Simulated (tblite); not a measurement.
# C6H8BrGeN: the cost of one run

Programs: tblite 0.8.0 and PySCF 2.14.0, with density-fitted response routines of our own. Each step states its level of theory. These are calculated values for one molecule in the gas phase, unless marked as measured. Atoms are numbered from 0 throughout.

## (1) The molecule as given

17 atoms, charge 0, multiplicity 1; geometry from: force field or distance geometry start.

Bonds of the start (Å): C0–Ge1 1.93, Ge1–C2 1.95, C2–C3 1.50, C3–C4 1.44, C4–C5 1.43, C5–N6 1.16, C4–C7 1.39, C7–Br8 1.93, C7–C3 1.38, C0–H9 1.11, C0–H10 1.12, C0–H11 1.11, Ge1–H12 1.56, Ge1–H13 1.55, C2–H14 1.11, C2–H15 1.10, C7–H16 1.11.

## (2) Optimising the geometry with GFN2-xTB

What the job is given:

```
{"job": {"kind": "relax", "xc": "GFN2-xTB", "basis": "xTB"}, "charge": 0, "multiplicity": 1}
C     -2.269100    -0.171100     0.616900
Ge    -0.726600    -1.009300     1.410100
C      0.619600    -1.394600     0.056100
C      1.011400    -0.120800    -0.629600
C      1.520600     1.222400    -0.553100
C      2.007900     2.338800     0.193700
N      2.409400     3.242100     0.803300
C      1.183900     0.639500    -1.773900
Br    -0.486300     1.291900    -2.496100
H     -2.000700     0.832700     0.239300
H     -3.076700    -0.061500     1.380900
H     -2.652800    -0.798200    -0.217000
H     -0.118900    -0.063500     2.493800
H     -1.145500    -2.343300     2.089900
H      0.183200    -2.083100    -0.693500
H      1.497000    -1.851600     0.540700
H      2.036700     0.341600    -2.412500
```

Run with:

```
$ OMP_NUM_THREADS=1 python probes_run.py task.json out
```

One launch serves the whole session: the jobs run in the order shown.

**Question.** How long does this first job take on 1 thread of Arm Neoverse N1, shared host, and how much memory does it need?

About 1.7 s, with a peak of 0.18 GiB.
